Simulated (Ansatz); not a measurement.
# Hf2Sb2Pb4O13: the cost of one run

Method: DFT, PBE, plane-wave PAW, default files, scalar-relativistic, as far as a step names no other, in Ansatz 0.2.0.

**1. The starting structure**

The structure is orthorhombic, space group Imm2 (No. 44). Conventional cell: a = 7.595 Å, b = 7.624 Å, c = 10.755 Å, α = 90.00°, β = 90.00°, γ = 90.00°. Hf (site symmetry m) is surrounded by 6 O at 2.06 to 2.11 Å. Sb (site symmetry m) is surrounded by 6 O at 1.99 to 2.05 Å. Pb (site symmetry m) is surrounded by 1 O at 2.32 Å. Pb (site symmetry m) has 7 O at 2.34 to 2.75 Å as nearest neighbours. O (site symmetry mm2) has 2 Hf at 2.08 Å and 2 Pb at 2.65 Å as nearest neighbours. Around O (site symmetry mm2) lie 2 Sb at 2.05 Å. O (site symmetry 1) has 1 Sb at 2.00 Å and 1 Hf at 2.11 Å as nearest neighbours. O (site symmetry mm2) is surrounded by 2 Hf at 2.06 Å and 2 Pb at 2.69 Å. Only part of the 11 independent sites is listed.

Structure file:

```
Hf Sb Pb O
1.0
    -3.79732    3.81204    5.37751
     3.79732   -3.81204    5.37751
     3.79732    3.81204   -5.37751
Hf Sb Pb O
2 2 4 13
Direct
  0.74957 0.00037 0.74920
  0.25117 0.00037 0.25080
  0.74978 0.00040 0.25061
  0.74978 0.49917 0.74938
  0.24932 0.50014 0.74918
  0.75096 0.50014 0.25082
  0.24941 0.49886 0.24945
  0.24941 0.99996 0.75055
  0.07742 0.07742 0.00000
  0.67994 0.67994 0.00000
  0.68234 0.07570 0.01184
  0.06386 0.67050 0.98816
  0.06386 0.07570 0.39336
  0.68234 0.67050 0.60664
  0.42577 0.92577 0.50000
  0.81811 0.31811 0.50000
  0.81453 0.92602 0.48820
  0.43782 0.32632 0.51180
  0.43782 0.92602 0.11149
  0.81453 0.32632 0.88851
  0.37727 0.37727 0.00000
```

**2. Gradients at the starting positions**

input.yaml

```yaml
crystal:
  lattice:
    - [-3.797318, 3.81204, 5.377511]
    - [3.797318, -3.81204, 5.377511]
    - [3.797318, 3.81204, -5.377511]
  atoms:
    - { symbol: Hf, position: [0.74957, 0.000372, 0.749198] }
    - { symbol: Hf, position: [0.251174, 0.000372, 0.250802] }
    - { symbol: Sb, position: [0.749784, 0.000399, 0.250615] }
    - { symbol: Sb, position: [0.749784, 0.499169, 0.749385] }
    - { symbol: Pb, position: [0.249321, 0.5001425, 0.7491785] }
    - { symbol: Pb, position: [0.750964, 0.5001425, 0.2508215] }
    - { symbol: Pb, position: [0.2494105, 0.498858, 0.2494475] }
    - { symbol: Pb, position: [0.2494105, 0.999963, 0.7505525] }
    - { symbol: O, position: [0.077425, 0.077425, 0.0] }
    - { symbol: O, position: [0.679941, 0.679941, 0.0] }
    - { symbol: O, position: [0.682336, 0.075698, 0.011839] }
    - { symbol: O, position: [0.063859, 0.670497, 0.988161] }
    - { symbol: O, position: [0.063859, 0.075698, 0.393362] }
    - { symbol: O, position: [0.682336, 0.670497, 0.606638] }
    - { symbol: O, position: [0.42577, 0.92577, 0.5] }
    - { symbol: O, position: [0.818111, 0.318111, 0.5] }
    - { symbol: O, position: [0.814525, 0.926019, 0.488204] }
    - { symbol: O, position: [0.437815, 0.326321, 0.511796] }
    - { symbol: O, position: [0.437815, 0.926019, 0.111494] }
    - { symbol: O, position: [0.814525, 0.326321, 0.888506] }
    - { symbol: O, position: [0.377265, 0.377265, 0.0] }
kpoints:
  mp_grid: { grid: [4, 4, 4] }
scf:
  occupations: { method: fermi_dirac, width: 0.02 }
hamiltonian:
  xc: pbe
  pseudopotentials: { kind: paw }
output:
  forces: true
  stress: true
  populations: true
  efg:
    quadrupole_moments_barn: { Hf: 3.365, Sb: -0.543, O: -0.02558 }
    contact_densities: true
```

Launch:

```bash
ansatz run input.yaml --threads 1 --pin off --max-ram 2560MiB --backend cpu --events-out ev --progress --plain --runs-dir out
```

What time and memory should one allow on 1 thread of Intel Xeon Platinum 8488C (Sapphire Rapids), shared host?

About 82 s, with a peak of 1.1 GiB.
